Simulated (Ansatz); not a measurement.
MgI2 in Ansatz: the effect of target pressure

Crystal: MgI2.

```
CELL_PARAMETERS angstrom
4.14000 0.00000 0.00000
-2.07000 3.58535 0.00000
0.00000 0.00000 6.88000
ATOMIC_POSITIONS crystal
I 0.66667 0.33333 0.75000
I 0.33333 0.66667 0.25000
Mg 0.00000 0.00000 0.00000
```

Alike in all runs:

- Program: Ansatz 0.2.0
- Task: relaxation of cell and atoms
- Functional: PBEsol
- Potentials or basis: Ansatz PAW
- Cutoff: 420 eV (not typed: the program's choice for these potentials)
- k mesh: 8 × 8 × 4
- Occupations: fermi-dirac, width 0.05 eV
- Spin: no spin polarisation

Each run relaxes the cell or the atoms first.

**Question.** One run gave: relaxed volume 30.86 Å³/atom; gap on the mesh 3.34 eV. Which target pressure did it use?
A. 10 GPa
B. 5 GPa
C. 2 GPa
D. 0 GPa
E. 30 GPa

**Answer.** C.

```tsv
target pressure	relaxed volume (Å³/atom)	gap on the mesh (eV)
0 GPa	34.65	3.55
2 GPa	30.86	3.34
5 GPa	28.42	3.24
10 GPa	25.99	3.00
20 GPa	23.09	2.62
30 GPa	21.27	2.29
```

Caveats: the plane-wave basis is chosen anew once the cell has moved, so the energies of steps on either side of that aren't comparable; spin-orbit coupling is left out, which moves the levels of the heavy elements; this functional lacks dispersion, which binds the layers, so the pressure and a relaxed spacing across them are unreliable; the PAW data sets come from PBE, with cores solved anew for the run's functional, which leaves a small shift of forces and pressure; the volume moved by over 15 % at a fixed basis, so the end points are rough (some runs).

A k mesh can miss the band edges.
